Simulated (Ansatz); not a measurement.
# Al4In: the cost of one run

Program: Ansatz 0.2.0. Level of theory: DFT PBE, scalar-relativistic, plane waves, PAW. These are calculated values, not measurements.

1 further run of the same task is left out (it didn't finish).

### Step 1. The system as given

The structure is cubic, space group Pm-3m (No. 221). The conventional cell has a = 4.745 Å, b = 4.745 Å, c = 4.745 Å, α = 90.00°, β = 90.00°, γ = 90.00°. Around Al (site symmetry 4/mmm) lie 2 Al at 2.37 Å. Al (site symmetry m-3m) is surrounded by 6 Al at 2.37 Å. In (site symmetry m-3m) is surrounded by 12 Al at 3.36 Å.

Structure file:

```
Al In
1.0
     4.74502    0.00000    0.00000
     0.00000    4.74502    0.00000
     0.00000    0.00000    4.74502
Al In
4 1
Direct
  0.50000 0.00000 0.00000
  0.00000 0.50000 0.00000
  0.00000 0.00000 0.50000
  0.00000 0.00000 0.00000
  0.50000 0.50000 0.50000
```

Recipe of the guess: random cell by space group and Wyckoff sites (Pm-3m, No. 221). Its size is a rough estimate.

### Step 2. The guess as it stands, on a coarse mesh

The input, input.yaml:

```yaml
crystal:
  lattice:
    - [4.74502189, 0.0, 0.0]
    - [0.0, 4.74502189, 0.0]
    - [0.0, 0.0, 4.74502189]
  atoms:
    - { symbol: Al, position: [0.5, 0.0, 0.0] }
    - { symbol: Al, position: [0.0, 0.5, 0.0] }
    - { symbol: Al, position: [0.0, 0.0, 0.5] }
    - { symbol: Al, position: [0.0, 0.0, 0.0] }
    - { symbol: In, position: [0.5, 0.5, 0.5] }
basis:
  ecutwfc: 420
kpoints:
  mp_grid: { grid: [4, 4, 4] }
hamiltonian:
  xc: pbe
scf:
  occupations: { method: gaussian, width: 0.1 }
  lower_state_search: "off"
output:
  forces: true
  stress: true
  eigenvalues: true
```

Launch:

```
$ ansatz run input.yaml --threads 1 --pin off --max-ram 2560MiB --backend cpu --events-out ev --progress --plain --runs-dir out
```

Q: Estimate wall time and peak memory on 1 thread of Intel Xeon Platinum 8375C at 2.90GHz (Ice Lake), shared host.

About 1.5 s, with a peak of 0.38 GiB.
